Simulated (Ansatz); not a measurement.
This script for an all-electron equation of state of YbPd, space group Pm-3m with Ansatz's Python interface holds a mistake.

The script, `ybpd.py`:
```python
import ansatz
from ase.eos import EquationOfState
from ase.units import GPa
import numpy as np

KMESH = (0, 4, 4)
SMEARING = "Fermi-Dirac"
SMEARING_WIDTH = 0.1

VECTORS = np.array([
    [3.447, 0.0, 0.0],
    [0.0, 3.447, 0.0],
    [0.0, 0.0, 3.447],
])
SITES = [
    ("Yb", [0.5, 0.5, 0.5]),
    ("Pd", [0.0, 0.0, 0.0]),
]


def crystal_on(cell):
    crystal = ansatz.Crystal(lattice=ansatz.Lattice.of(cell))
    for symbol, position in SITES:
        crystal = crystal.atom(symbol, position)
    return crystal

volumes, energies = [], []
for scale in np.linspace(0.94, 1.06, 5):
    cell = VECTORS * scale ** (1 / 3)
    job = (
        crystal_on(cell).calculation()
        .functional(ansatz.Functional.PBESOL)
        .kpoints(*KMESH)
        .occupations(SMEARING, width=SMEARING_WIDTH)
        .pseudopotentials("all_electron", lapw=True, basis_error=0.002)
    )
    rep = job.run().report
    volumes.append(abs(np.linalg.det(cell)) / len(SITES))
    energies.append(rep["free_energy_ev"] / len(SITES))
    print(f"{scale:.3f} {volumes[-1]:9.4f} A^3/atom {energies[-1]:16.5f} eV/atom  (estimated basis error {1000 * rep['lapw_basis_errors']['total_ev_per_atom']:.2f} meV/atom)")
v0, e0, bulk = EquationOfState(volumes, energies, eos="birchmurnaghan").fit()
print(f"V0 = {v0:.4f} A^3/atom, B0 = {bulk / GPa:.1f} GPa")
```

```console
$ python ybpd.py
Traceback (most recent call last):
  File "ybpd.py", line 37, in <module>
    rep = job.run().report
          ~~~~~~~^^
  ...
ansatz.RefusalError: invalid value for `kpoints.mp_grid.grid`: each dimension must be in 1..=255
$ echo $?
1
```
(Library frames cut from the traceback.)

What is wrong, and how is it mended?

The fault: a mesh division is zero. Mended:

```diff
--- before
+++ after
@@ -5,5 +5,5 @@
 
-KMESH = (0, 4, 4)
 SMEARING = "Fermi-Dirac"
 SMEARING_WIDTH = 0.1
+KMESH = (8, 8, 8)
 
@@ -32,4 +32,4 @@
         .functional(ansatz.Functional.PBESOL)
+        .occupations(SMEARING, width=SMEARING_WIDTH)
         .kpoints(*KMESH)
-        .occupations(SMEARING, width=SMEARING_WIDTH)
         .pseudopotentials("all_electron", lapw=True, basis_error=0.002)
```

After the fix:

Output of `python ybpd.py`:
```text
0.940   19.2496 A^3/atom    -259833.35064 eV/atom  (estimated basis error 0.28 meV/atom)
0.970   19.8639 A^3/atom    -259833.36200 eV/atom  (estimated basis error 0.28 meV/atom)
1.000   20.4783 A^3/atom    -259833.36273 eV/atom  (estimated basis error 0.29 meV/atom)
1.030   21.0926 A^3/atom    -259833.35452 eV/atom  (estimated basis error 0.29 meV/atom)
1.060   21.7070 A^3/atom    -259833.33881 eV/atom  (estimated basis error 0.29 meV/atom)
V0 = 20.2226 A^3/atom, B0 = 81.3 GPa
```

All-electron totals depend on functional, relativistic treatment and basis; only differences at equal settings carry meaning. Semilocal functionals put the nearly full 4f shell of Yb too close to the Fermi level. The mesh is modest for a metal, so energies can be off by several to tens of meV an atom and pressures by half a GPa or more; differences at equal mesh fare better. The structure is a deposited one; some such entries were measured under pressure or heat, so a shift against it needn't be the functional's error alone. Timing: 80 s on 1 thread of Arm Neoverse V2, with other jobs on the host, peak memory 0.44 GiB.
